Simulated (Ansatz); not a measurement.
**AgClH3N: how energies converge with the basis set**

An exercise on one series of results from a longer session: the logs are not shown, and one member is left open.

The runs use Ansatz 0.2.0, Gaussian basis; one geometry, several basis sets.

Plan: PBE0-D4/def2-SVP; ωB97M-V/def2-SVP; PBE0-D4/def2-QZVPP; ωB97M-V/def2-QZVPP; the functionals' def2-TZVPP values are taken from earlier runs.

1 further run of the same task is left out (for a known fault of the program).

**The relaxed structure**

The geometry comes from an earlier relaxation with PBE0-D4 in a triple-zeta def2 set; it is a stationary point. Ag takes the def2 core potential; no spin-orbit term is included.

SMILES `[NH3+][Ag-][Cl]`, 6 atoms, charge 0, spin multiplicity 1.

Atoms are counted from 1 here; the program's logs count them from 0.

Bond lengths: N1–Ag2 2.159 Å, N1–H4 1.014 Å, N1–H5 1.014 Å, N1–H6 1.014 Å, Ag2–Cl3 2.268 Å. Angles: Ag2–N1–H4 111.2°, Ag2–N1–H5 111.2°, Ag2–N1–H6 111.2°, H4–N1–H5 107.7°, H4–N1–H6 107.7°, H5–N1–H6 107.7°, N1–Ag2–Cl3 180.0°.

Set-up of the first run:

in.yaml

```yaml
crystal:
  periodic: [false, false, false]
  atoms:
    - {symbol: N, position_ang: [-0.589850, 0.572898, -0.380534]}
    - {symbol: Ag, position_ang: [0.819603, -0.805080, 0.499875]}
    - {symbol: Cl, position_ang: [2.300435, -2.252964, 1.424894]}
    - {symbol: H, position_ang: [-0.979495, 0.200581, -1.238964]}
    - {symbol: H, position_ang: [-0.148285, 1.458042, -0.601635]}
    - {symbol: H, position_ang: [-1.360308, 0.762524, 0.250165]}
basis:
  gaussian: {orbitals: def2-SVP}
hamiltonian: {xc: pbe0, dispersion: d4}
output: {orbitals: {seedname: orbitals}}
```

The run is started by

```
ansatz run in.yaml --threads 2 --pin off --events-out ev --progress --plain --max-ram 22528MiB --backend cpu
```

Steps of the session up to this table: PBE0-D4 in def2-SVP; ωB97M-V in def2-SVP; PBE0-D4 in def2-QZVPP; ωB97M-V in def2-QZVPP.

One of the session's tables, all rows but one given; the rest of the session is left out.

It belongs to the step «Functionals by basis». 

```
functional       basis  HOMO (eV)
   PBE0-D4    def2-SVP      -6.51
   PBE0-D4  def2-TZVPP      -6.75
   PBE0-D4  def2-QZVPP      -6.81
   ωB97M-V    def2-SVP      -8.70
   ωB97M-V  def2-TZVPP          ?
   ωB97M-V  def2-QZVPP      -9.08
```

Q: Estimate the row for ωB97M-V, def2-TZVPP from the others.

The run gave: HOMO (eV): -9.00. In the column «HOMO (eV)» it lies between ωB97M-V, def2-QZVPP (-9.08) and ωB97M-V, def2-SVP (-8.70).
